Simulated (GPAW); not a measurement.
# C2H4BN (SMILES CB1C=N1) at LDA (PW92)/sz(dzp) (scalar-relativistic datasets)

Aim: ionisation energies of C2H4BN. 

Program for the calculation: GPAW 26.7.0.

4 further runs of the same task are left out: 2 that didn't finish, 2 set aside as unsound or not needed. Runs told in other sessions of the task aren't counted.

## 1. The molecule

The species is C2H4BN (8 atoms), meant as a singlet with charge 0. SMILES: `CB1C=N1`. The coordinates come from a GFN2-xTB relaxation.

Bond lengths: C1–B2 1.557 Å, B2–C3 1.460 Å, B2–N4 1.446 Å, C3–N4 1.304 Å, C1–H5 1.088 Å, C1–H6 1.087 Å, C1–H7 1.089 Å, C3–H8 1.071 Å. Some angles: C1–B2–C3 157.7°, C1–B2–N4 148.9°, C3–B2–N4 53.3°, B2–C3–N4 62.8°, B2–N4–C3 63.9°, B2–C1–H5 112.6°, B2–C1–H6 112.6°, B2–C1–H7 108.9°, B2–C3–H8 166.6°, N4–C3–H8 130.6°.

## 2. Ionisation energies at LDA (PW92)/sz(dzp) (scalar-relativistic datasets)

C2H4BN.xyz

```xyz
8

C      0.200870     1.205120    -0.197010
B     -0.181460    -0.268740     0.129530
C     -0.033330    -1.719560     0.195760
N     -1.153430    -1.213590     0.632120
H      1.273570     1.379200    -0.145440
H     -0.293020     1.920300     0.456100
H     -0.111850     1.433430    -1.214760
H      0.298640    -2.736180     0.143690
```

calc.py

```python
from ase.io import read
from gpaw import GPAW

# Atomic positions
atoms = read('C2H4BN.xyz')
atoms.center(vacuum=4.5)

energies = {}
for name, charge, unpaired in [('neutral', 0, 0), ('oxidised', 1, 1)]:
    atoms.set_initial_magnetic_moments([unpaired / len(atoms)] * len(atoms))
    calc = GPAW(mode='lcao',
                basis='sz(dzp)',
                h=0.25,
                xc='LDA',
                charge=charge,
                occupations={'name': 'fermi-dirac', 'width': 0.0, 'fixmagmom': unpaired > 0},
                maxiter=100,
                symmetry='off',
                txt=f'{name}.txt')
    atoms.calc = calc
    energies[name] = atoms.get_potential_energy()
    print(f'{name:10} {energies[name]:12.5f} eV')

ip = energies['oxidised'] - energies['neutral']
print(f'Vertical IP             {ip:.3f} eV')
```

Command:

```bash
$ python3 calc.py
```

Q: Predict the results. Wanted: first ionisation energy.

**Answer.** As computed:

Level: LDA (PW92)/sz(dzp) (scalar-relativistic datasets).

```
               quantity     value
first ionisation energy  11.52 eV
```
